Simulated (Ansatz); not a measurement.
# CH₅FO₂Si: taking an electron away

The task here is to estimate one member of a computed series from the others.

Method: unrestricted cation, the program's frozen cores in correlated methods; program: Ansatz 0.2.0, Gaussian basis.

The runs, in order: UKS PBE-D4/def2-TZVPP; UKS r2SCAN-D4/def2-TZVPP; UKS PBE0-D4/def2-TZVPP; UKS B3LYP-D4/def2-TZVPP; UKS wB97X-V/def2-TZVPP; UKS wB97M-V/def2-TZVPP; UKS B2PLYP/def2-TZVPP; UHF-CCSD(T)/def2-TZVPP; UHF-MP2/def2-QZVPP; extrapolation to the limit; then −ε(HOMO) from the neutral's earlier runs with LDA (SPW92), PBE-D4, revPBE-D4, BLYP-D4, r2SCAN-D4, B97M-V, PBE0-D4, B3LYP-D4, r2SCANh-D4, r2SCAN0-D4, HSE06-D4, BHLYP-D4, CAM-B3LYP-D4, LC-ωPBE, ωB97X-V, ωB97M-V.

### The geometry

The geometry comes from an earlier relaxation with PBE0-D4 in a triple-zeta def2 set; it is a stationary point, not always the lowest conformer.

SMILES `C[Si](O)(O)F`, 10 atoms, charge 0, spin multiplicity 1.

Atoms are counted from 1 here; the program's logs count them from 0.

Bond lengths: C1–Si2 1.839 Å, C1–H6 1.092 Å, C1–H7 1.092 Å, C1–H8 1.092 Å, Si2–O3 1.625 Å, Si2–O4 1.636 Å, Si2–F5 1.601 Å, O3–H9 0.958 Å, O4–H10 0.958 Å. Angles: Si2–C1–H6 110.5°, Si2–C1–H7 110.5°, Si2–C1–H8 111.0°, H6–C1–H7 108.3°, H6–C1–H8 108.2°, H7–C1–H8 108.4°, C1–Si2–O3 108.4°, C1–Si2–O4 114.9°, C1–Si2–F5 108.4°, O3–Si2–O4 108.0°, O3–Si2–F5 110.7°, O4–Si2–F5 106.5°, Si2–O3–H9 117.8°, Si2–O4–H10 118.0°.

Set-up of the first run:

Input file in.yaml:

```yaml
crystal:
  periodic: [false, false, false]
  atoms:
    - {symbol: C, position_ang: [-1.006956, 0.446890, -0.840675]}
    - {symbol: Si, position_ang: [0.347490, 0.021935, 0.328143]}
    - {symbol: O, position_ang: [-0.317427, -0.419153, 1.744183]}
    - {symbol: O, position_ang: [1.330744, -1.187389, -0.168211]}
    - {symbol: F, position_ang: [1.274476, 1.313590, 0.517559]}
    - {symbol: H, position_ang: [-1.643641, 1.228872, -0.421422]}
    - {symbol: H, position_ang: [-1.627054, -0.429035, -1.040732]}
    - {symbol: H, position_ang: [-0.605045, 0.807777, -1.789902]}
    - {symbol: H, position_ang: [0.238814, -0.877270, 2.375961]}
    - {symbol: H, position_ang: [2.091800, -0.957218, -0.702007]}
basis:
  gaussian: {orbitals: def2-TZVPP}
total_charge: 1
magnetization: {spin_polarized: true, initial_magnetization: 1}
hamiltonian: {xc: pbe, dispersion: d4}
```

Run with:

```bash
$ ansatz run in.yaml --threads 2 --pin off --events-out ev --progress --plain --max-ram 22528MiB --backend cpu
```

Among the steps run: Cation, UKS PBE-D4/def2-TZVPP; Cation, UKS r2SCAN-D4/def2-TZVPP; Cation, UKS PBE0-D4/def2-TZVPP; Cation, UKS B3LYP-D4/def2-TZVPP; Cation, UKS wB97X-V/def2-TZVPP; Cation, UKS wB97M-V/def2-TZVPP; Cation, UKS B2PLYP (frozen core)/def2-TZVPP; Cation, UHF-CCSD(T)/def2-TZVPP; Cation, UHF-MP2/def2-QZVPP.

One table of the session follows, with a row left open; its other results are not shown here.

Orbital estimates, from the neutral's runs:

| functional | −ε(HOMO) (eV) |
| --- | --- |
| LDA (SPW92) | 7.75 |
| PBE-D4 | 7.56 |
| revPBE-D4 | 7.49 |
| BLYP-D4 | ? |
| r2SCAN-D4 | 7.94 |
| B97M-V | 8.02 |
| PBE0-D4 | 9.18 |
| B3LYP-D4 | 8.94 |
| r2SCANh-D4 | 8.54 |
| r2SCAN0-D4 | 9.43 |
| HSE06-D4 | 8.77 |
| BHLYP-D4 | 10.69 |
| CAM-B3LYP-D4 | 10.66 |
| LC-ωPBE | 12.02 |
| ωB97X-V | 11.66 |
| ωB97M-V | 11.54 |

Estimate the missing values for BLYP-D4.

Worked estimate for «−ε(HOMO) (eV)». Against the share of exact exchange, B3LYP-D4 (0.2, 8.94), BHLYP-D4 (0.5, 10.69) give a slope of 5.83 per unit share; at 0 the line stands at 7.77.

As computed: −ε(HOMO) (eV): 7.48. In «−ε(HOMO) (eV)» the line misses by +0.29.
